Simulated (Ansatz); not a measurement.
The system is MnCoGe.

```xyz
6
Lattice="4.0911 0.0000 0.0000 -2.0456 3.5430 0.0000 0.0000 0.0000 5.1439" Properties=species:S:1:pos:R:3 pbc="T T T"
Ge    0.0000    2.3620    1.2860
Ge    2.0456    1.1810    3.8579
Co    2.0456    1.1810    1.2860
Co    0.0000    2.3620    3.8579
Mn    0.0000    0.0000    2.5719
Mn    0.0000    0.0000    0.0000
```

The cell is a database's computed one.

Program: Ansatz 0.2.0. Alike in all runs: level PBEsol; cell as given; k mesh 8 × 8 × 5; smearing fermi-dirac 0.05 eV. Hardware: 2 threads of Arm Neoverse V2, with other jobs on the host.

Task: Order these runs on this cell by their wall time, lowest first.
A. task band structure; potentials or basis Ansatz PAW; spin non-collinear, ferromagnetic start, SOC; cutoff (eV) 420; points for each segment of the path 14
B. task single point; potentials or basis PseudoDojo standard (PBEsol files); spin collinear, ferromagnetic start; cutoff (eV) 1306
C. task single point; potentials or basis Ansatz PAW; spin collinear, ferromagnetic start; cutoff (eV) 420

Result: C (17 s), B (39 s), A (640 s).

Not every run made on this cell is shown here.
